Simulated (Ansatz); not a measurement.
# Si: a tetragonal deformation path

Aim: for Si, look for other minima along a tetragonal path.

Method: DFT LDA, scalar-relativistic, plane waves, PAW, in Ansatz 0.2.0.

1 further run of the same task is left out (set aside as unsound or not needed).

**1. The system as given**

The structure is tetragonal, space group I4/mmm (No. 139). Conventional cell: a = 6.651 Å, b = 6.651 Å, c = 3.845 Å, α = 90.00°, β = 90.00°, γ = 90.00°. Around Si (site symmetry m2m) lie 4 Si at 2.34 to 2.38 Å.

As a file:

```cif
data_structure
_symmetry_space_group_name_H-M 'I4/mmm'
_symmetry_Int_Tables_number 139
_cell_length_a 6.6509
_cell_length_b 6.6509
_cell_length_c 3.8448
_cell_angle_alpha 90.000
_cell_angle_beta 90.000
_cell_angle_gamma 90.000
_cell_volume 170.07
loop_
_atom_site_label
_atom_site_type_symbol
_atom_site_symmetry_multiplicity
_atom_site_Wyckoff_symbol
_atom_site_fract_x
_atom_site_fract_y
_atom_site_fract_z
_atom_site_occupancy
Si1 Si 8 h 0.67880 0.67880 0.50000 1
```

It goes back to an entry of the Materials Project, which need not be the stable form.

The cell is taken as given, not relaxed at this level.

**2. The reference cell**

The reference gives a free energy of -2434.1268 eV, pressure -1.85 GPa, largest force 0.024 eV/Å and gap on the mesh 0.15 eV. It was computed beforehand with the settings of the runs below.

**3. The scan: a tetragonal deformation path**

At fixed volume and fractional coordinates, lengths along (0.000, 0.000, 1.000) are scaled against those across it; ρ is that ratio over its starting value.

**4. ρ = 0.850**

File input.yaml:

```yaml
crystal:
  lattice:
    - [-3.5105624357, 3.5105624357, 1.7249895509]
    - [3.5105624357, -3.5105624357, 1.7249895509]
    - [3.5105624357, 3.5105624357, -1.7249895509]
  atoms:
    - { symbol: Si, position: [0.17880106, 0.17880106, 0.35760212] }
    - { symbol: Si, position: [0.82119894, 0.82119894, 0.64239788] }
    - { symbol: Si, position: [0.17880106, 0.82119894, 0.0] }
    - { symbol: Si, position: [0.82119894, 0.17880106, 0.0] }
basis:
  ecutwfc: 420
kpoints:
  mp_grid: { grid: [12, 12, 12] }
hamiltonian:
  xc: lda
scf:
  occupations: { method: gaussian, width: 0.03 }
output:
  forces: true
  stress: true
  eigenvalues: true
```

Launch:

```
> ansatz run input.yaml --threads 1 --pin off --max-ram 2560MiB --backend cpu --events-out ev --progress --plain --runs-dir out
```

**5. At ρ = 1.200**

Changes to input.yaml since step 4:

```diff
@@ -2,5 +2,5 @@
   lattice:
-    - [-3.5105624357, 3.5105624357, 1.7249895509]
-    - [3.5105624357, -3.5105624357, 1.7249895509]
-    - [3.5105624357, 3.5105624357, -1.7249895509]
+    - [-3.1293628889, 3.1293628889, 2.170841001]
+    - [3.1293628889, -3.1293628889, 2.170841001]
+    - [3.1293628889, 3.1293628889, -2.170841001]
   atoms:
```

**6. Point ρ = 0.920**

Changes to input.yaml since step 5:

```diff
@@ -2,5 +2,5 @@
   lattice:
-    - [-3.1293628889, 3.1293628889, 2.170841001]
-    - [3.1293628889, -3.1293628889, 2.170841001]
-    - [3.1293628889, 3.1293628889, -2.170841001]
+    - [-3.4191676897, 3.4191676897, 1.8184403928]
+    - [3.4191676897, -3.4191676897, 1.8184403928]
+    - [3.4191676897, 3.4191676897, -1.8184403928]
   atoms:
```

**7. At ρ = 1.100**

Changes to input.yaml since step 6:

```diff
@@ -2,5 +2,5 @@
   lattice:
-    - [-3.4191676897, 3.4191676897, 1.8184403928]
-    - [3.4191676897, -3.4191676897, 1.8184403928]
-    - [3.4191676897, 3.4191676897, -1.8184403928]
+    - [-3.2214553397, 3.2214553397, 2.0484984592]
+    - [3.2214553397, -3.2214553397, 2.0484984592]
+    - [3.2214553397, 3.2214553397, -2.0484984592]
   atoms:
```

**8. ρ = 0.960**

Changes to input.yaml since step 7:

```diff
@@ -2,5 +2,5 @@
   lattice:
-    - [-3.2214553397, 3.2214553397, 2.0484984592]
-    - [3.2214553397, -3.2214553397, 2.0484984592]
-    - [3.2214553397, 3.2214553397, -2.0484984592]
+    - [-3.3710039828, 3.3710039828, 1.8707740636]
+    - [3.3710039828, -3.3710039828, 1.8707740636]
+    - [3.3710039828, 3.3710039828, -1.8707740636]
   atoms:
```

**9. At ρ = 1.050**

Changes to input.yaml since step 8:

```diff
@@ -2,5 +2,5 @@
   lattice:
-    - [-3.3710039828, 3.3710039828, 1.8707740636]
-    - [3.3710039828, -3.3710039828, 1.8707740636]
-    - [3.3710039828, 3.3710039828, -1.8707740636]
+    - [-3.2717987109, 3.2717987109, 1.9859427176]
+    - [3.2717987109, -3.2717987109, 1.9859427176]
+    - [3.2717987109, 3.2717987109, -1.9859427176]
   atoms:
```

**10. ρ = 0.800**

Changes to input.yaml since step 9:

```diff
@@ -2,5 +2,5 @@
   lattice:
-    - [-3.2717987109, 3.2717987109, 1.9859427176]
-    - [3.2717987109, -3.2717987109, 1.9859427176]
-    - [3.2717987109, 3.2717987109, -1.9859427176]
+    - [-3.5822262691, 3.5822262691, 1.6566617414]
+    - [3.5822262691, -3.5822262691, 1.6566617414]
+    - [3.5822262691, 3.5822262691, -1.6566617414]
   atoms:
```

**11. ρ = 1.300**

Changes to input.yaml since step 10:

```diff
@@ -2,5 +2,5 @@
   lattice:
-    - [-3.5822262691, 3.5822262691, 1.6566617414]
-    - [3.5822262691, -3.5822262691, 1.6566617414]
-    - [3.5822262691, 3.5822262691, -1.6566617414]
+    - [-3.0469726728, 3.0469726728, 2.2898274277]
+    - [3.0469726728, -3.0469726728, 2.2898274277]
+    - [3.0469726728, 3.0469726728, -2.2898274277]
   atoms:
```

(Steps that only read results are left out.)

Before running it: what results should come out? Wanted: highest point.

**Answer**, as computed:

| quantity | value |
| --- | --- |
| highest point | 460.3 meV/atom at ρ = 1.300 |

In words: No sampled point lies below the undisturbed cell. No sampled point inside the path is a dip, apart from those named. The gap on the mesh, 0.15 eV at the start, reads zero at ρ = 0.800.
